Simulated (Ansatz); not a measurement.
# GaN: the cost of one run

Computed with Ansatz 0.2.0 (DFT LDA, frozen-core PAW, scalar-relativistic unless said, unless a step's input says otherwise).

## (1) The structure to begin with

It takes space group F-43m (No. 216, cubic). The conventional cell has a = 4.507 Å, b = 4.507 Å, c = 4.507 Å, α = 90.00°, β = 90.00°, γ = 90.00°. Ga (site symmetry -43m) is surrounded by 4 N at 1.95 Å. N (site symmetry -43m) is surrounded by 4 Ga at 1.95 Å.

Structure file:

```
CELL_PARAMETERS angstrom
0.00000 2.25350 2.25350
2.25350 0.00000 2.25350
2.25350 2.25350 0.00000
ATOMIC_POSITIONS crystal
Ga 0.00000 0.00000 0.00000
N 0.25000 0.25000 0.25000
```

Cartesian axes are those of the input's lattice vectors. The structure goes back to a database entry.

## (2) Cell and atoms relaxed, PAW

input.yaml

```yaml
crystal:
  lattice:
    - [0.0, 2.2535006075, 2.2535006075]
    - [2.2535006075, 0.0, 2.2535006075]
    - [2.2535006075, 2.2535006075, 0.0]
  atoms:
    - { symbol: Ga, position: [0.0, 0.0, 0.0] }
    - { symbol: "N", position: [0.25, 0.25, 0.25] }
kpoints:
  mp_grid: { grid: [18, 18, 18] }
scf:
  occupations: { method: fermi_dirac, width: 0.05 }
hamiltonian:
  xc: lda
  pseudopotentials: { kind: paw }
relax:
  f_tol: 0.002
  max_steps: 80
  cell: {}
output:
  forces: true
  stress: true
```

Command:

```
ansatz run input.yaml --threads 1 --pin off --max-ram 3072MiB --backend cpu --events-out ev --progress --plain --runs-dir out
```

**Question.** How long does this run take on 1 thread of Intel Xeon Platinum 8488C (Sapphire Rapids), shared host, and how much memory does it need?

About 62 s, with a peak of 0.42 GiB.
